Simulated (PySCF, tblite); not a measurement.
# C7H11GeN: geometry, infrared bands and NMR shifts

What infrared bands and NMR shifts should C7H11GeN (`C=[C]1C[NH][Ge@@H]1[C]#CCC`) show?

Computed with tblite 0.8.0 and PySCF 2.14.0, with density-fitted response routines of our own, on a single molecule in the gas phase. Atoms are numbered from 0 throughout.

## 1. Starting geometry

20 atoms, charge 0, multiplicity 1; geometry from: force field or distance geometry start.

Bonds of the start (Å): C0–C1 1.33, C1–C2 1.52, C2–N3 1.45, N3–Ge4 1.84, Ge4–C5 1.89, C5–C6 1.21, C6–C7 1.47, C7–C8 1.53, Ge4–C1 1.93, C0–H9 1.09, C0–H10 1.08, C2–H11 1.11, C2–H12 1.13, N3–H13 1.04, Ge4–H14 1.55, C7–H15 1.10, C7–H16 1.11, C8–H17 1.11, C8–H18 1.11, C8–H19 1.11.

## 2. Relaxing the molecule with GFN2-xTB

Job settings and geometry (Å):

```
{"job": {"kind": "relax", "xc": "GFN2-xTB", "basis": "xTB"}, "charge": 0, "multiplicity": 1}
C     -3.044500    -0.414100    -0.449500
C     -2.280100     0.612100    -0.105500
C     -2.002000     2.035000    -0.572700
N     -0.992400     2.557900     0.333700
Ge    -0.957400     0.962300     1.252600
C      0.642600     0.011000     0.922300
C      1.668200    -0.592500     0.713200
C      2.914200    -1.330500     0.466000
C      2.879200    -1.976000    -0.920300
H     -3.732000    -0.314400    -1.287600
H     -3.016300    -1.343900     0.104700
H     -1.618800     2.023400    -1.612000
H     -2.949600     2.645200    -0.519800
H     -1.436600     3.243600     0.980500
H     -1.489500     1.053700     2.701300
H      3.765400    -0.635000     0.541500
H      3.026500    -2.121500     1.236900
H      2.768900    -1.197100    -1.705100
H      2.024300    -2.682300    -0.992300
H      3.824900    -2.526100    -1.090900
```

Command:

```sh
$ OMP_NUM_THREADS=1 python probes_run.py task.json out
```

One launch serves the whole session: the jobs run in the order shown.

Output:

```text
step      E/eV     max force
  0    -688.22453    2.502
  1    -688.37748    0.717
  2    -688.43376    0.670
  3    -688.47610    1.321
  4    -688.49449    1.736
  5    -688.52532    0.606
  6    -688.55488    0.692
  7    -688.58238    0.855
  8    -688.60830    0.523
  9    -688.62443    0.285
 10    -688.63532    0.322
 11    -688.64407    0.367
 12    -688.65016    0.248
 13    -688.65468    0.155
 14    -688.65904    0.211
 15    -688.66410    0.297
 16    -688.66972    0.273
 17    -688.67489    0.162
 18    -688.67879    0.160
 19    -688.68176    0.146
 20    -688.68455    0.267
 21    -688.68698    0.154
 22    -688.68938    0.123
 23    -688.69146    0.130
 24    -688.69323    0.125
 25    -688.69592    0.109
 26    -688.69824    0.128
 27    -688.70023    0.113
 28    -688.70187    0.112
 29    -688.70382    0.125
 30    -688.70636    0.109
 31    -688.70932    0.162
 32    -688.71155    0.145
 33    -688.71399    0.270
 34    -688.71618    0.144
 35    -688.71876    0.141
 36    -688.71990    0.164
 37    -688.72182    0.144
 38    -688.72334    0.129
 39    -688.72522    0.100
 40    -688.72669    0.097
 41    -688.72787    0.102
 42    -688.72896    0.092
 43    -688.73009    0.082
 44    -688.73110    0.076
 45    -688.73201    0.072
 46    -688.73294    0.096
 47    -688.73389    0.105
 48    -688.73457    0.064
 49    -688.73485    0.068
 50    -688.73503    0.031
 51    -688.73515    0.029
 52    -688.73533    0.028
 53    -688.73547    0.023
 54    -688.73559    0.024
 55    -688.73570    0.027
 56    -688.73584    0.027
 57    -688.73605    0.033
 58    -688.73632    0.038
 59    -688.73658    0.040
 60    -688.73676    0.040
 61    -688.73691    0.031
 62    -688.73705    0.028
 63    -688.73721    0.034
 64    -688.73737    0.037
 65    -688.73753    0.038
 66    -688.73770    0.040
 67    -688.73786    0.043
 68    -688.73801    0.040
 69    -688.73814    0.031
 70    -688.73830    0.028
 71    -688.73848    0.036
 72    -688.73868    0.042
 73    -688.73887    0.038
 74    -688.73904    0.027
 75    -688.73920    0.033
 76    -688.73940    0.048
 77    -688.73961    0.048
 78    -688.73979    0.040
 79    -688.73991    0.030
 80    -688.74003    0.036
 81    -688.74016    0.034
 82    -688.74030    0.030
 83    -688.74040    0.020
 84    -688.74048    0.025
 85    -688.74056    0.027
 86    -688.74064    0.022
 87    -688.74073    0.021
 88    -688.74082    0.028
 89    -688.74094    0.043
 90    -688.74111    0.052
 91    -688.74126    0.043
 92    -688.74137    0.022
 93    -688.74144    0.021
 94    -688.74152    0.026
 95    -688.74161    0.036
 96    -688.74170    0.029
 97    -688.74176    0.013
 98    -688.74179    0.017
 99    -688.74184    0.024
100    -688.74193    0.037
101    -688.74206    0.041
102    -688.74219    0.028
103    -688.74231    0.024
104    -688.74243    0.024
105    -688.74258    0.036
106    -688.74275    0.036
107    -688.74288    0.021
108    -688.74297    0.021
109    -688.74305    0.028
110    -688.74315    0.067
111    -688.74327    0.038
112    -688.74336    0.023
113    -688.74340    0.022
114    -688.74343    0.012
115    -688.74347    0.025
116    -688.74351    0.016
117    -688.74352    0.012
118    -688.74354    0.011
119    -688.74358    0.024
120    -688.74361    0.027
121    -688.74365    0.019
122    -688.74368    0.011
123    -688.74370    0.014
124    -688.74373    0.020
125    -688.74376    0.017
126    -688.74378    0.009
```

Run time: 1.8 s. Hardware: 1 thread of Arm Neoverse N1, shared host; peak memory 0.18 GiB.

Relaxation path: (not every step is listed)

```
step  energy from step 0 (eV)  largest force (eV/Å)
   0                   0.0000                2.5015
   1                  -0.1530                0.7171
   2                  -0.2092                0.6697
   3                  -0.2516                1.3210
   4                  -0.2700                1.7359
   5                  -0.3008                0.6059
   6                  -0.3304                0.6925
   7                  -0.3578                0.8545
   8                  -0.3838                0.5232
  19                  -0.4572                0.1460
  30                  -0.4818                0.1094
  41                  -0.5033                0.1020
  52                  -0.5108                0.0281
  63                  -0.5127                0.0338
  74                  -0.5145                0.0270
  85                  -0.5160                0.0269
  96                  -0.5172                0.0294
 107                  -0.5184                0.0212
 118                  -0.5190                0.0112
 121                  -0.5191                0.0187
 122                  -0.5192                0.0108
 123                  -0.5192                0.0139
 124                  -0.5192                0.0200
 125                  -0.5192                0.0166
 126                  -0.5193                0.0091
```

Distances of close pairs at the start and the end, largest changes first:

```
  bond  before (Å)  after (Å)  change (Å)
C2–Ge4       2.361      2.483      +0.123
C1–Ge4       1.928      1.972      +0.044
N3–H13       1.042      1.007      -0.035
C2–H12       1.128      1.097      -0.031
C8–H18       1.111      1.088      -0.024
C8–H17       1.111      1.087      -0.024
 C6–C7       1.469      1.449      -0.020
C8–H19       1.107      1.088      -0.020
```

The next job starts from the end point, and lists it.

## 3. Harmonic vibrations with GFN2-xTB

Job settings and geometry (Å):

```
{"job": {"kind": "ir", "xc": "GFN2-xTB", "basis": "xTB"}, "charge": 0, "multiplicity": 1}
C     -3.238647    -0.306758    -0.560746
C     -2.421602     0.615049    -0.094491
C     -2.296137     2.067661    -0.480022
N     -1.042963     2.377041     0.215886
Ge    -0.937940     0.825687     1.187356
C      0.733630    -0.056960     0.968595
C      1.773284    -0.641544     0.787636
C      3.015507    -1.347518     0.543877
C      3.013997    -1.990076    -0.844101
H     -3.969638    -0.089389    -1.327327
H     -3.213086    -1.321125    -0.196889
H     -2.207198     2.224445    -1.560826
H     -3.156427     2.647795    -0.122839
H     -0.852083     3.346746     0.410477
H     -1.232782     0.858106     2.690097
H      3.845583    -0.639877     0.626560
H      3.144230    -2.114937     1.313073
H      2.879500    -1.230648    -1.610762
H      2.201704    -2.708292    -0.928133
H      3.955919    -2.504727    -1.020456
```

Output:

```text
mode    cm-1     km/mol
  1       7.4      0.01
  2      38.8      0.31
  3      56.9      1.14
  4     117.2      0.71
  5     120.2      2.81
  6     176.6      3.00
  7     218.0      2.49
  8     235.2     12.22
  9     267.7     12.15
 10     310.5     59.46
 11     328.2      2.25
 12     370.4     79.20
 13     395.5     16.99
 14     453.0     39.16
 15     499.0     45.21
 16     515.3     65.39
 17     545.4     67.82
 18     645.0     86.17
 19     682.5    143.86
 20     723.2     55.23
 21     809.0      8.77
 22     897.2     27.77
 23     914.2      2.68
 24     943.2      0.13
 25     977.9      3.31
 26    1043.5     11.63
 27    1069.3      0.10
 28    1078.0      6.56
 29    1094.5      2.69
 30    1105.4     31.09
 31    1121.6      4.73
 32    1189.1     29.30
 33    1224.0      0.38
 34    1290.9      2.16
 35    1308.7      2.61
 36    1406.0      0.64
 37    1407.5      1.24
 38    1446.9      1.03
 39    1484.0      6.20
 40    1492.4      3.33
 41    1501.2      2.99
 42    1720.4     83.61
 43    1750.0    518.45
 44    2292.3    166.31
 45    2858.6     80.14
 46    2907.6     90.68
 47    2943.8     23.76
 48    2958.1     34.80
 49    3035.3     51.07
 50    3041.5     34.68
 51    3046.1     16.78
 52    3049.9     56.87
 53    3097.1     28.96
 54    3450.1     14.06
```

Wall time 1.5 s (1 thread of Arm Neoverse N1, shared host); peak memory 0.18 GiB.

Which atoms move in the most intense modes:

```
cm⁻¹  km/mol                                 atoms
 370    79.2  H13 20 %, C6 19 %, Ge4 15 %, N3 12 %
 645    86.2           H14 48 %, H10 22 %, H9 19 %
 682   143.9           H14 45 %, H10 25 %, H9 21 %
1720    83.6            C1 48 %, C0 35 %, H14 13 %
1750   518.5                              H14 85 %
2292   166.3                      C6 54 %, C5 45 %
2859    80.1                    H12 74 %, H11 18 %
2908    90.7                    H11 76 %, H12 20 %
```

## 4. NMR shieldings: PBE0/pcSseg-1

The job, as its differences from that of step 3:

```diff
@@ -1,2 +1,2 @@
-{"job": {"kind": "ir", "xc": "GFN2-xTB", "basis": "xTB"}, "charge": 0, "multiplicity": 1}
+{"job": {"kind": "nmr", "xc": "PBE0", "basis": "pcSseg-1"}, "charge": 0, "multiplicity": 1}
 C     -3.238647    -0.306758    -0.560746
```

Method: GIAO PBE0/pcSseg-1 NMR shielding, non-relativistic, gas phase.

Output:

```text
coarse grid: 75992 points
cycle   1  E = -2403.9716660420  dE =  4.992e-01  |g| = 1.033e+00  |ddm| = 4.716e+00
cycle   2  E = -2403.9008293521  dE =  7.084e-02  |g| = 1.168e+00  |ddm| = 1.807e+00
cycle   3  E = -2404.0923159966  dE = -1.915e-01  |g| = 1.547e-01  |ddm| = 1.123e+00
cycle   4  E = -2404.0962579253  dE = -3.942e-03  |g| = 7.561e-02  |ddm| = 1.943e-01
cycle   5  E = -2404.0974489341  dE = -1.191e-03  |g| = 1.272e-02  |ddm| = 8.301e-02
cycle   6  E = -2404.0974783267  dE = -2.939e-05  |g| = 7.221e-03  |ddm| = 1.689e-02
cycle   7  E = -2404.0974903362  dE = -1.201e-05  |g| = 1.881e-03  |ddm| = 6.080e-03
cycle   8  E = -2404.0974910858  dE = -7.496e-07  |g| = 7.882e-04  |ddm| = 1.874e-03
final grid: 161584 points
cycle   9  E = -2404.0974677261  dE =  4.695e-07  |g| = 1.627e-03  |ddm| = 3.088e-03
cycle  10  E = -2404.0974652153  dE =  2.511e-06  |g| = 3.564e-03  |ddm| = 3.687e-03
cycle  11  E = -2404.0974683782  dE = -3.163e-06  |g| = 2.329e-04  |ddm| = 2.534e-03
cycle  12  E = -2404.0974683915  dE = -1.335e-08  |g| = 3.207e-05  |ddm| = 1.894e-04
cycle  13  E = -2404.0974683918  dE = -2.728e-10  |g| = 5.554e-06  |ddm| = 3.891e-05
converged SCF energy = -2404.0974683918

GIAO shielding tensors (ppm)
atom      isotropic    diamagn.    paramagn.     s11        s22        s33       span
  0 C       59.670     252.725    -193.055    -55.471     73.294    161.187    216.658
  1 C       18.960     264.685    -245.725    -71.574     16.490    111.963    183.537
  2 C      124.708     245.425    -120.717     98.355    123.328    152.442     54.086
  3 N      235.208     321.545     -86.337    177.357    259.724    268.543     91.186
  4 Ge    1380.144    2752.863   -1372.719   1284.606   1334.480   1521.346    236.740
  5 C       99.216     271.056    -171.841     12.021     19.656    265.970    253.949
  6 C       69.924     272.955    -203.032    -32.712    -19.556    262.039    294.751
  7 C      170.285     253.129     -82.844    160.074    168.995    181.786     21.712
  8 C      170.294     247.944     -77.650    158.097    166.103    186.681     28.584
  9 H       25.753      28.519      -2.767     22.269     25.145     29.844      7.575
 10 H       25.985      32.584      -6.599     22.301     24.952     30.703      8.402
 11 H       27.302      29.602      -2.300     23.026     25.751     33.130     10.104
 12 H       27.146      27.339      -0.193     23.268     25.800     32.370      9.102
 13 H       31.171      32.107      -0.936     22.646     28.107     42.759     20.113
 14 H       25.356      27.474      -2.118     18.633     21.012     36.423     17.791
 15 H       29.335      29.605      -0.270     24.117     28.451     35.438     11.322
 16 H       29.352      29.188       0.164     24.053     28.467     35.535     11.481
 17 H       30.343      31.765      -1.422     26.496     29.065     35.468      8.973
 18 H       30.412      31.585      -1.173     26.645     29.037     35.554      8.910
 19 H       30.647      27.191       3.456     26.133     27.605     38.202     12.070
```

Run time: 2.1 min. Hardware: 1 thread of Arm Neoverse N1, shared host; peak memory 1.1 GiB.

The references, computed at this level on geometries of the same kind, shield at (ppm): 1H TMS 31.72, 13C TMS 186.9, 15N NH3 267.7, 73Ge GeMe4 1331. Their shielding less the atom's gives the shift. The references are single molecules in the gas phase, so shifts against H2O, NH3, PH3, H3PO4 or CFCl3 are not on the usual liquid scales and can be off by tens of ppm. Atoms listed in one row are averaged.

```
        atoms                                                     environment  σ (ppm)  δ (ppm)
           C1                                 fully substituted alkene carbon     19.0    168.0
           C0                                            terminal =CH2 carbon     59.7    127.3
           C6                                                   alkyne carbon     69.9    117.0
           C5                                                   alkyne carbon     99.2     87.7
           C2                                     allylic sp3 CH2 bonded to N    124.7     62.2
           C7                                             propargylic sp3 CH2    170.3     16.6
           C8                                                   methyl carbon    170.3     16.6
          H14  hydrogen on a germanium bonded to 2 C, N, in a 4-membered ring    25.36     6.36
           H9                              hydrogen on a terminal =CH2 carbon    25.75     5.96
          H10                              hydrogen on a terminal =CH2 carbon    25.99     5.73
          H12                      hydrogen on an allylic sp3 CH2 bonded to N    27.15     4.57
          H11                      hydrogen on an allylic sp3 CH2 bonded to N    27.30     4.41
          H15                               hydrogen on a propargylic sp3 CH2    29.34     2.38
          H16                               hydrogen on a propargylic sp3 CH2    29.35     2.37
H17, H18, H19                                     hydrogen on a methyl carbon    30.47     1.25
          H13    hydrogen on a nitrogen bonded to C, Ge, in a 4-membered ring    31.17     0.55
           N3               nitrogen bonded to C, Ge, H, in a 4-membered ring    235.2     32.5
          Ge4             germanium bonded to 2 C, N, H, in a 4-membered ring     1380      -49
```

The run also stored atomic charges by several schemes (e):

```
atoms  Mulliken    IAO  Hirshfeld  ESP fit
   C0     -0.08  -0.31      -0.11    -0.47
   C1     -0.63  -0.20      -0.08    -0.09
   C2      0.11  -0.15      -0.04     0.09
   N3     -0.71  -0.66      -0.27    -0.75
  Ge4      1.02   0.89       0.42     0.73
   C5     -0.42  -0.36      -0.19    -0.35
   C6     -0.10   0.00      -0.03    -0.09
   C7     -0.21  -0.27      -0.05     0.20
   C8     -0.28  -0.41      -0.11    -0.24
```

Mayer bond orders: C0–C1 2.04, C1–C2 0.96, C2–N3 0.96, N3–Ge4 0.92, Ge4–C5 0.83, C5–C6 2.74, C6–C7 1.07, C7–C8 1.06, Ge4–C1 0.78.

Ring of atoms C1, C2, N3, Ge4: NICS(0) -0.6, NICS(1) -0.6, NICS(1)zz 1.7 ppm (means of both faces).

Orbitals, density, ELF and potential are computed afterwards from the orbital file.

Frontier orbitals at PBE0/pcSseg-1, with the share of their density that lies nearest to each atom:

```
orbital  energy (eV)                                   lies on
   HOMO        -6.35     N3 62 %; H11, H12, H13 about 7 % each
   LUMO        -0.26  Ge4 22 %; C5, C6 about 17 % each; C1 9 %
```

ELF in a plane through or near 6 of the atoms.

Ten even steps from ' ' (0.00) to '@' (1.00):
```
                                                        
                                                        
                                                        
                                  ==##++                
                                ..%%@@%%..              
          ::**##              ..--%%@@%%                
          ##@@@@::  ..::::    ==##**%%++    ..          
          **@@@@--  --====..  **%%--****==@@@@++        
            ::==....--++++--  ::****##::%%@@@@@@        
        ....::==::  ::++==::    ....====**@@@@##        
      %%@@@@**==++..  ::::..      ::****------          
      @@@@@@##++**--    ..      ::--==--..              
      %%@@@@****##--          ..==++--..                
      ..++::::%%%%**          ..++++--==##**::          
            ..##%%==            --==--##@@@@++          
              ....                ....**@@@@::          
                                      ..++::            
                                                        
                                                        
                                                        
```
The map spans 14.5 Å across and 10.0 Å up, centred on the molecule. Atoms in the plane (x, y in Å): C2 (3.0, 0.4), N3 (2.0, 1.5), C8 (-3.6, -0.7), H12 (4.0, 0.7), H13 (2.3, 2.4), H19 (-4.7, -0.8).

On the surface of density 0.002 e/bohr³ the electrostatic potential runs, from the 1st to the 99th percentile, from -1.39 V near N3 to 1.11 V near H13.

## 5. Outcome

| quantity | value |
| --- | --- |
| strongest single infrared mode (GFN2-xTB) | 1750 cm⁻¹, 518 km/mol |
| zero-point energy (GFN2-xTB) | 96.7 kcal/mol |
| 13C shifts against TMS (PBE0/pcSseg-1) | 168.0, 127.3, 117.0, 87.7, 62.2, 16.6, 16.6 ppm |
| 1H shifts against TMS (PBE0/pcSseg-1, means over atoms taken as alike) | 6.36, 5.96, 5.73, 4.57, 4.41, 2.38, 2.37, 1.25, 0.55 ppm |
| 15N shifts against NH3 (PBE0/pcSseg-1) | 32.5 ppm |
| 73Ge shifts against GeMe4 (PBE0/pcSseg-1) | -49 ppm |
| surface potential, 1st and 99th percentile | -1.39 V and 1.11 V |

What this shows: Relaxing lowered the energy by 0.519 eV in 126 steps; the close pair that moved most is C2–Ge4, from 2.361 to 2.483 Å. No mode is imaginary among the 54: a minimum at this level. The strongest single mode, at 1750 cm⁻¹, moves mainly H14. Unscaled tight-binding wavenumbers are off by several per cent, some by more. Its intensities can rank the bands wrongly. At PBE0/pcSseg-1: The widest tensor belongs to C6: span 295 ppm, with a paramagnetic part of -203 ppm. Spin-orbit coupling is left out, which matters for shieldings and couplings at and beside the heavy atoms.
